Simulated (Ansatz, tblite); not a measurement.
# The cluster Zn₁₀H₃₀Se₁₀: which spin state is lowest

Aim: set other spin states of the cluster Zn₁₀H₃₀Se₁₀ against its singlet, on many levels of theory.

The runs use Ansatz 0.2.0, Gaussian basis; as each input shows.

Plan: triplet, at the geometry of the singlet (GFN1-xTB, GFN2-xTB, PBE0-D4/def2-TZVP, PBE-D4/def2-TZVP); the singlet's energies come from earlier runs.

1 further run of the same task is left out (set aside as unsound or not needed).

### Step 1. The relaxed structure

The singlet was relaxed beforehand with PBE-D4/def2-SVP.

50 atoms, charge 0, spin multiplicity 1.

Bond lengths: Zn1–Se11 2.671 Å, Zn1–Se12 2.637 Å, Zn1–Se13 2.480 Å, Zn1–H21 1.558 Å, Zn2–Se11 2.862 Å, Zn2–Se14 2.674 Å, Zn2–H22 1.623 Å, Zn2–H23 1.561 Å, Zn3–Se13 2.488 Å, Zn3–Se15 2.664 Å, Zn3–Se16 2.619 Å, Zn3–H24 1.559 Å, Zn4–Se14 2.669 Å, Zn4–Se15 2.902 Å, Zn4–H25 1.561 Å, Zn4–H26 1.624 Å, Zn5–Se17 2.755 Å, Zn5–H22 1.786 Å and more. Angles: Se11–Zn1–Se12 91.6°, Se11–Zn1–Se13 88.9°, Se11–Zn1–H21 116.9°, Se12–Zn1–Se13 100.8°, Se12–Zn1–H21 115.7°, Se13–Zn1–H21 133.1°, Se11–Zn2–Se14 84.9°, Se11–Zn2–H22 101.2°, Se11–Zn2–H23 97.6°, Se14–Zn2–H22 96.3°, Se14–Zn2–H23 112.9°, H22–Zn2–H23 146.5°, Se13–Zn3–Se15 95.3°, Se13–Zn3–Se16 95.0°, Se13–Zn3–H24 131.3°, Se15–Zn3–Se16 92.2°, Se15–Zn3–H24 114.0°, Se16–Zn3–H24 120.3° and more.

### Step 2. Triplet at the fixed geometry, GFN1-xTB

Tight binding, by tblite at 300 K electronic temperature and without a spin-polarisation term:

```python
tblite.interface.Calculator('GFN1-xTB', numbers, positions, charge=0, uhf=2).singlepoint()
```

Energy -1573.2443 eV; 0.32 s.

### Step 3. Triplet at the fixed geometry, GFN2-xTB

Tight binding, by tblite at 300 K electronic temperature and without a spin-polarisation term:

```python
tblite.interface.Calculator('GFN2-xTB', numbers, positions, charge=0, uhf=2).singlepoint()
```

Energy -1433.0041 eV; 0.35 s.

### Step 4. Triplet at the fixed geometry, PBE0-D4/def2-TZVP

in.yaml

```yaml
crystal:
  periodic: [false, false, false]
  atoms:
    - {symbol: Zn, position_ang: [-2.219381, -2.550331, -0.132134]}
    - {symbol: Zn, position_ang: [-1.730584, 0.781932, -4.232795]}
    - {symbol: Zn, position_ang: [-2.642144, 0.233979, 2.140620]}
    - {symbol: Zn, position_ang: [-1.222293, 4.397787, -0.788260]}
    - {symbol: Zn, position_ang: [-0.063771, -1.731585, -4.337534]}
    - {symbol: Zn, position_ang: [0.500108, -2.069554, 2.551576]}
    - {symbol: Zn, position_ang: [4.005185, -1.378179, -1.199504]}
    - {symbol: Zn, position_ang: [0.575270, 0.633117, -0.731796]}
    - {symbol: Zn, position_ang: [0.344179, 3.882813, 1.713356]}
    - {symbol: Zn, position_ang: [4.214594, 0.431751, 1.143022]}
    - {symbol: Se, position_ang: [-2.763835, -0.912993, -2.170766]}
    - {symbol: Se, position_ang: [-0.458293, -3.879330, -1.575743]}
    - {symbol: Se, position_ang: [-0.779032, -0.781794, 0.842456]}
    - {symbol: Se, position_ang: [-0.699526, 2.204352, -2.216509]}
    - {symbol: Se, position_ang: [-2.805184, 2.437966, 0.653268]}
    - {symbol: Se, position_ang: [-1.085984, 1.408940, 3.888610]}
    - {symbol: Se, position_ang: [1.643085, -0.913271, -2.335678]}
    - {symbol: Se, position_ang: [2.421279, -2.654005, 0.830341]}
    - {symbol: Se, position_ang: [2.053305, -0.323428, 3.767811]}
    - {symbol: Se, position_ang: [1.956687, 1.910294, 0.819500]}
    - {symbol: H, position_ang: [-3.402637, -3.391476, 0.433347]}
    - {symbol: H, position_ang: [-0.358579, 0.006463, -4.622263]}
    - {symbol: H, position_ang: [-3.095270, 1.345941, -4.737755]}
    - {symbol: H, position_ang: [-4.024414, -0.340138, 2.576957]}
    - {symbol: H, position_ang: [-2.418605, 5.231840, -1.344416]}
    - {symbol: H, position_ang: [0.183237, 4.439076, 0.024646]}
    - {symbol: H, position_ang: [-1.259024, -2.299988, -3.360336]}
    - {symbol: H, position_ang: [0.841232, -2.327848, -5.473864]}
    - {symbol: H, position_ang: [-0.072516, -3.218493, 3.445439]}
    - {symbol: H, position_ang: [4.760550, -2.649117, -1.700894]}
    - {symbol: H, position_ang: [4.181284, 0.133129, -0.610496]}
    - {symbol: H, position_ang: [-0.992558, 2.953764, 2.025604]}
    - {symbol: H, position_ang: [1.152626, 4.888184, 2.610446]}
    - {symbol: H, position_ang: [3.478600, -0.878680, 1.841504]}
    - {symbol: H, position_ang: [5.376758, 1.382958, 1.601732]}
    - {symbol: H, position_ang: [-3.718249, -1.644833, -3.039805]}
    - {symbol: H, position_ang: [-3.922370, -0.189641, -1.501318]}
    - {symbol: H, position_ang: [-1.458838, -4.663467, -2.338047]}
    - {symbol: H, position_ang: [-0.366959, -4.979203, -0.545814]}
    - {symbol: H, position_ang: [0.561038, 2.635505, -2.873469]}
    - {symbol: H, position_ang: [-4.135149, 2.195438, -0.049412]}
    - {symbol: H, position_ang: [-3.476539, 3.357183, 1.602857]}
    - {symbol: H, position_ang: [-1.945951, 2.513162, 4.378183]}
    - {symbol: H, position_ang: [-1.506878, 0.551967, 5.067224]}
    - {symbol: H, position_ang: [2.208678, 0.193614, -3.148561]}
    - {symbol: H, position_ang: [1.898046, -4.005147, 0.345330]}
    - {symbol: H, position_ang: [3.454084, -3.346588, 1.638013]}
    - {symbol: H, position_ang: [2.933845, -1.411941, 4.260917]}
    - {symbol: H, position_ang: [1.269268, -0.380378, 5.060541]}
    - {symbol: H, position_ang: [2.611585, 2.770221, -0.196084]}
basis:
  gaussian: {orbitals: def2-TZVP, fitting: {mean_field: def2-universal-jkfit}}
magnetization: {spin_polarized: true, initial_magnetization: 2}
hamiltonian: {xc: pbe0, dispersion: d4}
scf: {omitted_lower_state_checks: [starts]}
output: {orbitals: {seedname: orbitals}}
```

On the command line:

```
> ansatz run in.yaml --threads 11 --pin off --events-out ev --progress --plain --max-ram 110592MiB --backend cuda --devices 0, --max-vram 75GiB
```

What it wrote:

```text
Functional definition: PBE0
  name "PBE0"
  cite "Adamo & Barone, J. Chem. Phys. 110, 6158 (1999) doi:10.1063/1.478522"
  cite "Perdew, Burke & Ernzerhof, Phys. Rev. Lett. 77, 3865 (1996) doi:10.1103/PhysRevLett.77.3865"
  parent pbe
  parameter a = 0.25
  parameter kappa = 0.804
  parameter beta = 0.06672455060314922
  exchange = (1 - a)*pbe_x(kappa = kappa, mu = beta*pi^2/3) + a*exact_x
  correlation = pbe_c(beta = beta)
these checks for a lower state are left out or cut short: starts
5840 factors; integrals over basis functions are off by at most 5.7e-1 eV
mean field evaluation 1: about -1138024.2452 eV, gradient 7.8e1 eV
mean field evaluation 2: about -1138000.9704 eV, gradient 1.5e2 eV
mean field evaluation 4: about -1138033.8040 eV, gradient 1.9e1 eV
mean field evaluation 8: about -1138036.7141 eV, gradient 1.8e0 eV
mean field evaluation 16: about -1138036.7503 eV, gradient 5.3e-1 eV
mean field evaluation 32: about -1138036.7970 eV, gradient 3.4e-5 eV
mean field -1138036.79701451 eV, -41822.0809012368 hartree, gradient 9.4e-6 eV, S^2 2.010414; 0 other end points of the search recorded, 0 dependent functions left out
reference -1138036.79711329 eV, -41822.0809048667 hartree; 336, 334 occupied and 804, 806 virtual orbitals, 5840 factors
Total energy: -1138040.06725747 eV, -41822.2010804490 hartree
Checks for a lower state left out: starts
```

Run time: 67 s. Hardware: 1 × H100 with 11 threads of AMD EPYC 7R13, shared host; peak host memory 2.2 GiB.

From the report: HOMO -2.75 eV, LUMO -6.29 eV (over both spins; with the spin held, an empty level of the minority spin lies below the top filled one); ⟨S²⟩ 2.010 (pure: 2.00).

### Step 5. Triplet at the fixed geometry, PBE-D4/def2-TZVP

start.molden holds the orbitals of an earlier run on this state, given as this run's starting guess.

in.yaml: that of step 4 with these lines changed.

```diff
@@ -54,5 +54,5 @@
 basis:
-  gaussian: {orbitals: def2-TZVP, fitting: {mean_field: def2-universal-jkfit}}
+  gaussian: {orbitals: def2-TZVP, fitting: {mean_field: def2-universal-jkfit}, initial_orbitals: start.molden}
 magnetization: {spin_polarized: true, initial_magnetization: 2}
-hamiltonian: {xc: pbe0, dispersion: d4}
+hamiltonian: {xc: pbe, dispersion: d4}
 scf: {omitted_lower_state_checks: [starts]}
```

Launched as before.

What it wrote:

```text
Functional definition: PBE
  name "PBE"
  cite "Perdew, Burke & Ernzerhof, Phys. Rev. Lett. 77, 3865 (1996) doi:10.1103/PhysRevLett.77.3865"
  parent pbe
  parameter kappa = 0.804
  parameter beta = 0.06672455060314922
  exchange = pbe_x(kappa = kappa, mu = beta*pi^2/3)
  correlation = pbe_c(beta = beta)
these checks for a lower state are left out or cut short: starts
5840 factors; integrals over basis functions are off by at most 5.7e-1 eV
mean field evaluation 1: about -1138009.5172 eV, gradient 2.5e1 eV
mean field evaluation 2: about -1138010.8166 eV, gradient 1.5e0 eV
mean field evaluation 4: about -1138010.9181 eV, gradient 4.1e-1 eV
mean field evaluation 8: about -1138010.9300 eV, gradient 9.6e-3 eV
mean field evaluation 16: about -1138010.9300 eV, gradient 2.5e-4 eV
mean field -1138010.93003505 eV, -41821.1303072747 hartree, gradient 1.8e-6 eV, S^2 2.003198; 0 other end points of the search recorded, 0 dependent functions left out
reference -1138010.93016587 eV, -41821.1303120825 hartree; 336, 334 occupied and 804, 806 virtual orbitals, 5840 factors
Total energy: -1138014.51304205 eV, -41821.2619803533 hartree
Checks for a lower state left out: starts
```

Run time: 19 s. Hardware: 1 × H100 with 11 threads of AMD EPYC 7R13, shared host; peak host memory 2.1 GiB.

HOMO -2.61 eV, LUMO -6.15 eV (over both spins; with the spin held, an empty level of the minority spin lies below the top filled one); ⟨S²⟩ 2.003 (pure: 2.00).

### Step 6. Triplet less singlet, vertical

The singlet's energies are those of its earlier runs, whose logs aren't repeated here.

```
            level  triplet less singlet, vertical (eV)    time
         GFN1-xTB                               +3.813  0.49 s
         GFN2-xTB                               +3.109  0.55 s
 PBE-D4/def2-TZVP                               +3.350    26 s
PBE0-D4/def2-TZVP                               +4.256    79 s
```

Times add the two runs; a level without a time comes out of a correlated run. Tight binding without a spin term can't rank spin states.

### Step 7. Outcome

```
                                                quantity                                   value
triplet less singlet, vertical, functionals in def2-TZVP  +3.350 (PBE-D4) to +4.256 eV (PBE0-D4)
```

In words: All functionals put the triplet above the singlet, over a spread of 0.906 eV. The checks for a lower triplet were left out, so another state of that spin may lie lower. These are electronic energies, without zero-point motion, entropy or surroundings.
